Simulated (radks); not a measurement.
# Ionisation energy and size from Ag³⁺ to Xe³⁺

An exercise on one series of results from a longer session: the logs are not shown, and one member is left open.

Program: radks (a radial shooting solver on a logarithmic mesh, Libxc functionals) version 1. Level of theory: scalar-relativistic Kohn-Sham, r2SCAN, spin-polarised, spherical densities, finite nucleus; open shells are filled with parallel spins first. These are calculated values, not measurements, unless marked.

## Starting point

- species: Ag³⁺, Cd³⁺, In³⁺, Sn³⁺, Sb³⁺, Te³⁺, I³⁺, Xe³⁺
- runs: 16, each species and its next ion

Set-up of the first run:

Input:

```text
Z 47
configuration [Kr] 4d8
relativity scalar-relativistic
functional r2scan,r2scan
spin polarised
nucleus finite rms 4.5454 fm
c 137.035999084
```

Started as:

```console
> python run_ks.py task.json out
```

All runs below come from this command, one after another.

Steps of the session up to this table: Ag³⁺, [Kr] 4d8; Ag⁴⁺, [Kr] 4d7; Cd³⁺, [Kr] 4d9; Cd⁴⁺, [Kr] 4d8; In³⁺, [Kr] 4d10; In⁴⁺, [Kr] 4d9; Sn³⁺, [Kr] 4d10 5s1; Sn⁴⁺, [Kr] 4d10; Sb³⁺, [Kr] 4d10 5s2; Sb⁴⁺, [Kr] 4d10 5s1; Te³⁺, [Kr] 4d10 5s2 5p1; Te⁴⁺, [Kr] 4d10 5s2; I³⁺, [Kr] 4d10 5s2 5p2; I⁴⁺, [Kr] 4d10 5s2 5p1; Xe³⁺, [Kr] 4d10 5s2 5p3; Xe⁴⁺, [Kr] 4d10 5s2 5p2.

One table of the session follows, with a row left open; its other results are not shown here.

```
species  Δ-SCF (eV)  −ε(HOMO) (eV)  its <r> (bohr)
   Ag³⁺      50.414         42.835            1.25
   Cd³⁺           ?              ?               ?
   In³⁺      56.556         48.332            1.15
   Sn³⁺      40.953         36.675            2.12
   Sb³⁺      43.502         39.038            2.02
   Te³⁺      36.657         32.238            2.22
    I³⁺      40.413         35.536            2.10
   Xe³⁺      43.863         38.638            2.00
```

Q: Estimate the row for Cd³⁺ from the others.

As computed: Δ-SCF (eV): 53.527; −ε(HOMO) (eV): 45.618; its <r> (bohr): 1.19. In the column «Δ-SCF (eV)» it lies between Ag³⁺ (50.414) and In³⁺ (56.556).

Reference values: NIST Atomic Spectra Database (exp. measured, semi-emp. semi-empirical, theory a theoretical value adopted there). By these runs, which need not match the measured order, In³⁺ holds its electron most tightly (56.556 eV) and Te³⁺ least (36.657 eV); the widest outer orbital is the 5p of Te³⁺. Against the measured or semi-empirical entries the Δ-SCF values err by +0.6 % on average (signed), at worst +3.9 % (Xe³⁺). Open shells are spherical and high-spin; term and fine-structure splittings are not resolved. Spin-orbit splitting is averaged out at the scalar-relativistic level.

**Measured values.**

From NIST Atomic Spectra Database: ionisation energy of In³⁺ 55.45 ± 0.04 eV; ionisation energy of Sn³⁺ 40.74 ± 0.04 eV; ionisation energy of Sb³⁺ 43.804 ± 0.025 eV; ionisation energy of Te³⁺ 37.4155 eV; ionisation energy of I³⁺ 40.357 ± 0.025 eV; ionisation energy of Xe³⁺ 42.2 ± 0.2 eV.
